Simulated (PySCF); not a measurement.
# C₃H₉As: NMR shieldings, part 2 of 2

PySCF 2.14.0. Atoms count from 0. Earlier steps stand in the parts before.

## (7) NMR shieldings: PBE/pcSseg-1 As:us-x2c-TZVPall-2c in dichloromethane, spin–orbit

Job settings and geometry (Å):

```
{"job": {"xc": "PBE", "basis": {"default": "pcSseg-1", "As": "us-x2c-TZVPall-2c"}, "rel": "so", "solvent": "dichloromethane", "kind": "hnmr"}, "charge": 0, "multiplicity": 1}
C     -0.207501     1.648522     0.440917
As    -0.141474    -0.205675     1.089698
C      1.542999    -0.707100     0.208538
C     -1.354039    -0.973312    -0.254184
H     -0.040235     1.704292    -0.645738
H      0.562011     2.243314     0.954794
H     -1.189540     2.084390     0.676880
H      1.541512    -0.426695    -0.856018
H      1.691952    -1.793553     0.294567
H      2.383182    -0.206057     0.711539
H     -1.077199    -0.662924    -1.273514
H     -1.322081    -2.071014    -0.190620
H     -2.383768    -0.647923    -0.045227
```

Method: PBE/pcSseg-1 As:us-x2c-TZVPall-2c GIAO NMR shielding, X2C with spin-orbit coupling, screened-nuclear two-electron part, Gaussian nuclei, IEF-PCM dichloromethane.

The log of the run:

```text
spin-free SCF
coarse grid: 45120 points
cycle   1  E = -2379.9596725635  dE = -9.585e-02  |g| = 7.249e-01  |ddm| = 3.281e+00
cycle   2  E = -2379.7677399369  dE =  1.919e-01  |g| = 1.120e+00  |ddm| = 1.516e+00
cycle   3  E = -2380.0686696113  dE = -3.009e-01  |g| = 8.034e-02  |ddm| = 9.913e-01
cycle   4  E = -2380.0705557293  dE = -1.886e-03  |g| = 1.764e-02  |ddm| = 1.226e-01
cycle   5  E = -2380.0706428912  dE = -8.716e-05  |g| = 1.209e-02  |ddm| = 3.630e-02
cycle   6  E = -2380.0706650255  dE = -2.213e-05  |g| = 9.785e-04  |ddm| = 9.779e-03
cycle   7  E = -2380.0706651942  dE = -1.687e-07  |g| = 1.690e-04  |ddm| = 9.659e-04
final grid: 95048 points
cycle   8  E = -2380.0705853125  dE = -1.101e-07  |g| = 1.588e-04  |ddm| = 1.635e-03
cycle   9  E = -2380.0705853097  dE =  2.844e-09  |g| = 1.935e-04  |ddm| = 3.479e-04
cycle  10  E = -2380.0705853187  dE = -9.047e-09  |g| = 5.159e-05  |ddm| = 2.017e-04
converged SCF energy = -2380.0705853187
two-component SCF
cycle   1  E = -2380.0256744270  dE = -2.380e+03  |FDS-SDF| = 6.324e+00
cycle   2  E = -2380.1216986078  dE = -9.602e-02  |FDS-SDF| = 6.673e-03
cycle   3  E = -2380.1216986337  dE = -2.586e-08  |FDS-SDF| = 1.386e-03
cycle   4  E = -2380.1216985556  dE =  7.810e-08  |FDS-SDF| = 1.354e-03
cycle   5  E = -2380.1216987678  dE = -2.122e-07  |FDS-SDF| = 8.656e-05
cycle   6  E = -2380.1216987696  dE = -1.853e-09  |FDS-SDF| = 2.324e-05
converged, E = -2380.1216987696

Field gradients (au) and densities at the nuclei (bohr^-3)
atom        Vxx        Vyy        Vzz        centre      nuclear mean
  0 C     -0.0287    -0.0421     0.0708        114.387        114.387
  1 As     1.2755     1.2774    -2.5529      31748.188      31728.787
  2 C     -0.0288    -0.0421     0.0709        114.387        114.387
  3 C     -0.0288    -0.0423     0.0710        114.387        114.387
  4 H     -0.1457    -0.1498     0.2955          0.375          0.375
  5 H     -0.1473    -0.1498     0.2971          0.376          0.376
  6 H     -0.1473    -0.1498     0.2971          0.376          0.376
  7 H     -0.1456    -0.1498     0.2955          0.375          0.375
  8 H     -0.1473    -0.1499     0.2972          0.376          0.376
  9 H     -0.1473    -0.1499     0.2972          0.376          0.376
 10 H     -0.1456    -0.1498     0.2954          0.375          0.375
 11 H     -0.1473    -0.1498     0.2971          0.376          0.376
 12 H     -0.1473    -0.1499     0.2972          0.376          0.376
without picture change
  1 As                          -2.6282                     47209.111

Core orbital energies (eV)
atom   shell        mean    spread
  1 As 1s       -11706.449   0.000
  1 As 2s        -1485.070   0.000
  1 As 3s         -188.721   0.000
  1 As 4s          -16.603   0.000
  1 As 2p1/2     -1326.570   0.000
  1 As 2p3/2     -1290.453   0.030
  1 As 3p1/2      -135.504   0.000
  1 As 3p3/2      -130.523   0.096
  1 As 3d3/2       -39.633   0.108
  1 As 3d5/2       -38.946   0.142

Shielding tensors (ppm)
atom      isotropic    diamagn.    paramagn.     s11        s22        s33       span
  0 C       165.71      249.40      -83.69     154.51     158.04     184.57      30.06
  1 As     1605.07     2763.18    -1158.11    1572.30    1621.27    1621.64      49.34
  2 C       165.70      249.41      -83.71     154.59     157.95     184.57      29.99
  3 C       165.67      249.43      -83.75     154.44     158.04     184.54      30.10
  4 H        30.32       31.18       -0.85      26.46      28.03      36.48      10.02
  5 H        30.04       29.50        0.54      25.53      26.93      37.65      12.12
  6 H        30.03       29.51        0.52      25.53      26.93      37.64      12.11
  7 H        30.32       31.19       -0.87      26.46      28.03      36.48      10.02
  8 H        30.04       29.53        0.50      25.53      26.93      37.65      12.12
  9 H        30.04       29.50        0.53      25.54      26.94      37.64      12.10
 10 H        30.32       31.20       -0.88      26.46      28.03      36.47      10.01
 11 H        30.03       29.55        0.49      25.53      26.93      37.64      12.11
 12 H        30.03       29.53        0.50      25.53      26.93      37.64      12.11
```

Run time: 30 s. Hardware: 1 thread of Arm Neoverse V1, shared host; peak memory 1.1 GiB.

From this job:

| quantity | value |
| --- | --- |
| energy from spin-orbit coupling | -0.0511 Eh |

## (8) NMR shieldings: PBE/pcSseg-1 As:us-x2c-TZVPall-2c in dichloromethane, spin-free

Settings changed since step 7:

```diff
@@ -1,2 +1,2 @@
-{"job": {"xc": "PBE", "basis": {"default": "pcSseg-1", "As": "us-x2c-TZVPall-2c"}, "rel": "so", "solvent": "dichloromethane", "kind": "hnmr"}, "charge": 0, "multiplicity": 1}
+{"job": {"xc": "PBE", "basis": {"default": "pcSseg-1", "As": "us-x2c-TZVPall-2c"}, "rel": "sf", "solvent": "dichloromethane", "kind": "hnmr"}, "charge": 0, "multiplicity": 1}
 C     -0.207501     1.648522     0.440917
```

With the program's defaults for keys left out, this is: PBE/pcSseg-1 As:us-x2c-TZVPall-2c GIAO NMR shielding, spin-free X2C, Gaussian nuclei, IEF-PCM dichloromethane.

The log of the run:

```text
spin-free SCF
coarse grid: 45120 points
cycle   1  E = -2379.9596725635  dE = -9.585e-02  |g| = 7.249e-01  |ddm| = 3.281e+00
cycle   2  E = -2379.7677399369  dE =  1.919e-01  |g| = 1.120e+00  |ddm| = 1.516e+00
cycle   3  E = -2380.0686696113  dE = -3.009e-01  |g| = 8.034e-02  |ddm| = 9.913e-01
cycle   4  E = -2380.0705557293  dE = -1.886e-03  |g| = 1.764e-02  |ddm| = 1.226e-01
cycle   5  E = -2380.0706428912  dE = -8.716e-05  |g| = 1.209e-02  |ddm| = 3.630e-02
cycle   6  E = -2380.0706650255  dE = -2.213e-05  |g| = 9.785e-04  |ddm| = 9.779e-03
cycle   7  E = -2380.0706651942  dE = -1.687e-07  |g| = 1.690e-04  |ddm| = 9.659e-04
final grid: 95048 points
cycle   8  E = -2380.0705853125  dE = -1.101e-07  |g| = 1.588e-04  |ddm| = 1.635e-03
cycle   9  E = -2380.0705853097  dE =  2.844e-09  |g| = 1.935e-04  |ddm| = 3.479e-04
cycle  10  E = -2380.0705853187  dE = -9.047e-09  |g| = 5.159e-05  |ddm| = 2.017e-04
converged SCF energy = -2380.0705853187
check of the scalar solution
cycle   1  E = -2380.0705853187  dE = -2.380e+03  |FDS-SDF| = 5.159e-05
cycle   2  E = -2380.0705853179  dE =  7.931e-10  |FDS-SDF| = 8.114e-05
converged, E = -2380.0705853179

Field gradients (au) and densities at the nuclei (bohr^-3)
atom        Vxx        Vyy        Vzz        centre      nuclear mean
  0 C     -0.0287    -0.0421     0.0708        114.387        114.387
  1 As     1.2749     1.2769    -2.5517      31746.464      31727.063
  2 C     -0.0288    -0.0421     0.0709        114.387        114.387
  3 C     -0.0287    -0.0422     0.0710        114.387        114.387
  4 H     -0.1457    -0.1498     0.2955          0.375          0.375
  5 H     -0.1473    -0.1498     0.2971          0.376          0.376
  6 H     -0.1473    -0.1498     0.2971          0.376          0.376
  7 H     -0.1456    -0.1498     0.2955          0.375          0.375
  8 H     -0.1473    -0.1499     0.2972          0.376          0.376
  9 H     -0.1473    -0.1499     0.2972          0.376          0.376
 10 H     -0.1456    -0.1498     0.2954          0.375          0.375
 11 H     -0.1473    -0.1498     0.2971          0.376          0.376
 12 H     -0.1473    -0.1499     0.2972          0.376          0.376
without picture change
  1 As                          -2.6271                     47209.472

Core orbital energies (eV)
atom   shell        mean    spread
  1 As 1s       -11706.606   0.000
  1 As 2s        -1485.098   0.000
  1 As 3s         -188.724   0.000
  1 As 4s          -16.604   0.000
  1 As 2p        -1302.326   0.044
  1 As 3p         -132.159   0.142
  1 As 3d          -39.222   0.165

Shielding tensors (ppm)
atom      isotropic    diamagn.    paramagn.     s11        s22        s33       span
  0 C       161.27      249.12      -87.85     146.21     153.67     183.92      37.71
  1 As     1395.70     2888.37    -1492.67    1337.74    1424.47    1424.88      87.15
  2 C       161.27      249.14      -87.87     146.29     153.59     183.93      37.64
  3 C       161.24      249.15      -87.91     146.15     153.68     183.89      37.75
  4 H        30.48       31.17       -0.69      26.68      28.29      36.48       9.80
  5 H        30.13       29.49        0.63      25.68      27.06      37.65      11.97
  6 H        30.12       29.51        0.61      25.68      27.05      37.64      11.96
  7 H        30.48       31.19       -0.71      26.67      28.30      36.47       9.80
  8 H        30.13       29.53        0.60      25.68      27.05      37.65      11.97
  9 H        30.13       29.50        0.63      25.69      27.06      37.64      11.95
 10 H        30.48       31.20       -0.71      26.68      28.29      36.47       9.79
 11 H        30.12       29.54        0.58      25.68      27.06      37.64      11.96
 12 H        30.12       29.53        0.59      25.68      27.05      37.64      11.96
```

Wall time 14 s (1 thread of Arm Neoverse V1, shared host); peak memory 1 GiB.

## (9) Shieldings side by side

```csv
run,As1,C0,C3,C2,H7,H10,H4,time
"step 3, PBE/pcSseg-1 As:us-x2c-TZVPall-2c, spin–orbit",1602.3,164.9,164.9,164.9,30.4,30.4,30.4,29 s
"step 4, PBE/pcSseg-1 As:us-x2c-TZVPall-2c, spin-free",1393.2,160.5,160.4,160.5,30.6,30.6,30.6,13 s
"step 5, PBE/pcSseg-1 As:us-x2c-TZVPall-2c in water, spin–orbit",1605.6,165.9,165.8,165.9,30.3,30.3,30.3,30 s
"step 6, PBE/pcSseg-1 As:us-x2c-TZVPall-2c in water, spin-free",1396.2,161.4,161.4,161.4,30.4,30.4,30.5,14 s
"step 7, PBE/pcSseg-1 As:us-x2c-TZVPall-2c in dichloromethane, spin–orbit",1605.1,165.7,165.7,165.7,30.3,30.3,30.3,30 s
"step 8, PBE/pcSseg-1 As:us-x2c-TZVPall-2c in dichloromethane, spin-free",1395.7,161.3,161.2,161.3,30.5,30.5,30.5,14 s
```

## (10) Results

This closing draws on all 2 parts.

```
                                                                                                  quantity                                         value
                                                                                               point group                                           C3v
                                                                      rotational constants (main isotopes)                          4.72, 4.71, 3.43 GHz
                   energy from spin-orbit coupling (step 3, PBE/pcSseg-1 As:us-x2c-TZVPall-2c, spin–orbit)                                    -0.0511 Eh
                                        shieldings (step 3, PBE/pcSseg-1 As:us-x2c-TZVPall-2c, spin–orbit)  C0 164.9, As1 1602.3, C2 164.9, C3 164.9 ppm
                                         shieldings (step 4, PBE/pcSseg-1 As:us-x2c-TZVPall-2c, spin-free)  C0 160.5, As1 1393.2, C2 160.5, C3 160.4 ppm
          energy from spin-orbit coupling (step 5, PBE/pcSseg-1 As:us-x2c-TZVPall-2c in water, spin–orbit)                                    -0.0511 Eh
                               shieldings (step 5, PBE/pcSseg-1 As:us-x2c-TZVPall-2c in water, spin–orbit)  C0 165.9, As1 1605.6, C2 165.9, C3 165.8 ppm
                                shieldings (step 6, PBE/pcSseg-1 As:us-x2c-TZVPall-2c in water, spin-free)  C0 161.4, As1 1396.2, C2 161.4, C3 161.4 ppm
energy from spin-orbit coupling (step 7, PBE/pcSseg-1 As:us-x2c-TZVPall-2c in dichloromethane, spin–orbit)                                    -0.0511 Eh
                     shieldings (step 7, PBE/pcSseg-1 As:us-x2c-TZVPall-2c in dichloromethane, spin–orbit)  C0 165.7, As1 1605.1, C2 165.7, C3 165.7 ppm
                      shieldings (step 8, PBE/pcSseg-1 As:us-x2c-TZVPall-2c in dichloromethane, spin-free)  C0 161.3, As1 1395.7, C2 161.3, C3 161.2 ppm
```

The optimisation took 8 steps and gained 0.101 eV; among the close pairs (by a distance rule), C3–H12 changed most, from 1.150 to 1.100 Å. No frequency check was run at this level, so the end point may be a saddle. As1 moves most between the runs, by 212 ppm; the labels say what changes from run to run.
